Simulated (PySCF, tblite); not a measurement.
**C5H10BFS: geometry, infrared bands and NMR shifts**

Aim: predict the infrared bands and NMR shifts of C5H10BFS (`C#CC[B@@H-](F)[S+](C)C`).

Computed with tblite 0.8.0 and PySCF 2.14.0, with density-fitted response routines of our own, on a single molecule in the gas phase. Atoms count from 0, in the outputs and in this text.

## (1) The molecule as given

18 atoms, charge 0, multiplicity 1; geometry from: force field or distance geometry start.

Bonds of the start (Å): C0–C1 1.22, C1–C2 1.46, C2–B3 1.60, B3–F4 1.46, B3–S5 1.83, S5–C6 1.77, S5–C7 1.78, C0–H8 1.07, C2–H9 1.10, C2–H10 1.11, B3–H11 1.21, C6–H12 1.11, C6–H13 1.09, C6–H14 1.13, C7–H15 1.11, C7–H16 1.13, C7–H17 1.08.

## (2) Optimising the geometry with GFN2-xTB

Job settings and geometry (Å):

```
{"job": {"kind": "relax", "xc": "GFN2-xTB", "basis": "xTB"}, "charge": 0, "multiplicity": 1}
C      3.508800     0.897300    -0.701700
C      2.689600    -0.002000    -0.682200
C      1.719100    -1.086800    -0.645200
B      0.452600    -0.644300     0.225400
F      0.817800     0.200000     1.357300
S     -0.916600     0.075000    -0.753500
C     -2.364900    -0.888500    -0.432500
C     -1.328400     1.744000    -0.289300
H      4.226200     1.685400    -0.734600
H      1.420000    -1.440500    -1.646500
H      2.168700    -1.936800    -0.083200
H      0.047100    -1.668200     0.716700
H     -2.164900    -1.972300    -0.569400
H     -3.194800    -0.517800    -1.025600
H     -2.637900    -0.723200     0.655500
H     -1.265300     2.373000    -1.198300
H     -2.423000     1.785000    -0.014600
H     -0.763000     2.127000     0.545400
```

Started as:

```
$ OMP_NUM_THREADS=1 python probes_run.py task.json out
```

This one command runs all jobs of the session in turn.

**Question.** This job is followed by: GFN2-xTB harmonic vibrations, gas phase; GIAO PBE0/pcSseg-1 NMR shielding, non-relativistic, gas phase. Predict these results of the whole session: strongest single infrared mode (GFN2-xTB); zero-point energy (GFN2-xTB); 13C shifts against TMS (PBE0/pcSseg-1); 1H shifts against TMS (PBE0/pcSseg-1, means over atoms taken as alike); 11B shifts against BF3·OEt2 (PBE0/pcSseg-1); 19F shifts against CFCl3 (PBE0/pcSseg-1); 33S shifts against CS2 (PBE0/pcSseg-1).

**Answer**, as computed:

| quantity | value |
| --- | --- |
| strongest single infrared mode (GFN2-xTB) | 2489 cm⁻¹, 189 km/mol |
| zero-point energy (GFN2-xTB) | 85.8 kcal/mol |
| 13C shifts against TMS (PBE0/pcSseg-1) | 93.9, 73.1, 25.7, 23.8, 12.0 ppm |
| 1H shifts against TMS (PBE0/pcSseg-1, means over atoms taken as alike) | 3.65, 2.62, 2.15, 1.97, 1.48, 1.14 ppm |
| 11B shifts against BF3·OEt2 (PBE0/pcSseg-1) | 5.0 ppm |
| 19F shifts against CFCl3 (PBE0/pcSseg-1) | -207.9 ppm |
| 33S shifts against CS2 (PBE0/pcSseg-1) | -19 ppm |

**Reading.** The optimisation took 198 steps and gained 1.150 eV; among the close pairs (by a distance rule), B3–S5 changed most, from 1.830 to 2.118 Å. All 48 modes are real, so the xTB geometry is a minimum. The strongest single mode, at 2489 cm⁻¹, moves mainly H11. GFN2-xTB is a fitted tight-binding method: band positions and strengths are rough. Its intensities can rank the bands wrongly. At PBE0/pcSseg-1: The widest tensor belongs to C1: span 297 ppm, with a paramagnetic part of -172 ppm.
